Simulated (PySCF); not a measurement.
# CH5BrSi: the cost of one run

The runs use PySCF 2.14.0, with density-fitted response routines of our own; the level of theory stands in each step. All values are computed, except where a source is named. Atoms count from 0, in the outputs and in this text.

## Step 1: The starting structure

8 atoms, charge 0, multiplicity 1; geometry from: PBE0-D3(BJ)/def2-SVP.

Bonds of the start (Å): C0–Si1 1.87, Si1–Br2 2.23, C0–H3 1.10, C0–H4 1.10, C0–H5 1.10, Si1–H6 1.49, Si1–H7 1.49.

## Step 2: Shielding tensors: PBE0/6-31G*

Job settings and geometry (Å):

```
{"job": {"kind": "nmr", "xc": "PBE0", "basis": "6-31G*", "pop": true}, "charge": 0, "multiplicity": 1}
C     -0.622020     0.455441     0.362257
Si     1.199916     0.055291     0.443778
Br     2.359168     1.934578     0.785628
H     -0.959362     0.920996     1.300129
H     -0.830666     1.149409    -0.465638
H     -1.201318    -0.467582     0.200827
H      1.689088    -0.539636    -0.832583
H      1.509073    -0.864673     1.575416
```

With the program's defaults for keys left out, this is: GIAO PBE0/6-31G* NMR shielding, non-relativistic, gas phase.

Run with:

```console
$ OMP_NUM_THREADS=1 python probes_run.py task.json out
```

One launch serves the whole session: the jobs run in the order shown.

Q: Estimate the wall time and peak memory of this first job on 1 thread of Arm Neoverse V2, shared host.

About 4.7 s, with a peak of 0.39 GiB.
